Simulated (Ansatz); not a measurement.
I need a scan of the Hubbard U of Ti₂CN, space group R-3m. Use the Ansatz DFT code, driven from Python. Level of theory (first run): r2SCAN, PAW, the default cutoff (500 eV here), 9×9×9 k-points, Fermi-Dirac smearing of 0.05 eV.

```cif
data_structure
_symmetry_space_group_name_H-M 'P 1'
_symmetry_Int_Tables_number 1
_cell_length_a 5.2547
_cell_length_b 5.2547
_cell_length_c 5.2547
_cell_angle_alpha 33.483
_cell_angle_beta 33.483
_cell_angle_gamma 33.483
_cell_volume 39.33
loop_
_atom_site_label
_atom_site_type_symbol
_atom_site_fract_x
_atom_site_fract_y
_atom_site_fract_z
_atom_site_occupancy
Ti1 Ti 0.74923 0.74923 0.74923 1
Ti2 Ti 0.25077 0.25077 0.25077 1
C1 C 0.00000 0.00000 0.00000 1
N1 N 0.50000 0.50000 0.50000 1
```

`plus_u.py`
```python
"""How the states of Ti2CN follow the Hubbard U."""

from dataclasses import dataclass
import warnings

import ansatz as az
import numpy as np
from pymatgen.core import Lattice, Structure
from pymatgen.io.ase import AseAtomsAdaptor


@dataclass(frozen=True)
class RunConfig:
    filling: str = "Fermi-Dirac"
    width_ev: float = 0.05
    functional: str = "r2scan"
    mesh: tuple[int, ...] = (9, 9, 9)


cfg = RunConfig()


def count_gap(report):
    # lowest empty less highest filled band, counting bands; zero where they overlap
    return max(report.get("gap_by_band_count_ev") or 0.0, 0.0)

warnings.simplefilter("ignore", az.DeckWarning)

pmg_structure = Structure(
    Lattice([(1.513624, 0.873891, 4.955528), (-1.513624, 0.873891, 4.955528), (0.0, -1.747782, 4.955528)]),
    ["Ti", "Ti", "C", "N"],
    [
        (0.749233, 0.749233, 0.749233),
        (0.250767, 0.250767, 0.250767),
        (0.0, 0.0, 0.0),
        (0.5, 0.5, 0.5),
    ],
)
ti2cn = az.Crystal.from_ase(AseAtomsAdaptor.get_atoms(pmg_structure))

base = ti2cn.calculation()
base = base.occupations(cfg.filling, width=cfg.width_ev)
base = base.functional(cfg.functional)
base = base.kpoints(mesh=cfg.mesh)
base = base.band_table()
rows = []
for u in [1.0, 3.0, 5.0, 7.0]:
    data = base.hubbard("Ti", "d", u_eff=u).run().report
    shell = data["hubbard"]["n_scf"]
    rows.append((u, count_gap(data), sum(shell) / len(shell), data["n_iterations"]))
for row in rows:
    print("; ".join(f"{name} = {round(v, 4) if isinstance(v, float) else v}" for name, v in zip(["U_eff eV", "gap by band count eV", "Ti d occupation (projector)", "iterations"], row)))
print("eigenvalues of the first occupation matrix at the last U, by spin:")
for channel in data["hubbard"]["n_eig"][0]:
    print("  ", " ".join(f"{n:.3f}" for n in channel))
```

```console
$ python plus_u.py
U_eff eV = 1.0; gap by band count eV = 0.0; Ti d occupation (projector) = 2.6665; iterations = 9
U_eff eV = 3.0; gap by band count eV = 0.0; Ti d occupation (projector) = 2.6003; iterations = 10
U_eff eV = 5.0; gap by band count eV = 0.0; Ti d occupation (projector) = 2.5314; iterations = 10
U_eff eV = 7.0; gap by band count eV = 0.0; Ti d occupation (projector) = 2.4605; iterations = 10
eigenvalues of the first occupation matrix at the last U, by spin:
   0.197 0.201 0.201 0.315 0.315
```

Caveats:
- Spin is left out of this run.
- The mesh is modest for a metal, so energies can be off by several to tens of meV an atom and pressures by half a GPa or more; differences at equal mesh fare better.
- A gap by band count of zero or less means overlapping bands, a metal, and at an odd count of electrons it is no gap at all.
- A Hubbard U without spin forces both spins into the same orbitals, which can open a gap or pick a state that a spin-polarised run wouldn't.
- The structure comes from a database of computed cells and needn't be a stable or known phase.
- Levels are Kohn-Sham eigenvalues on this mesh.
- Shell occupations and the effect of U depend on the projectors; a run with no .spin step is spin-unpolarised, and each U may end in a state that isn't the lowest.
- The script silences the warnings on its input, which a real study should read.
- Hardware and time: 47 s on 1 thread of Arm Neoverse V1, on a shared host, peak memory 0.62 GiB.

(A comment or docstring line of the script was reworded after the run, the code is as it ran; lines on the test bed's own set-up are left out of the output.)
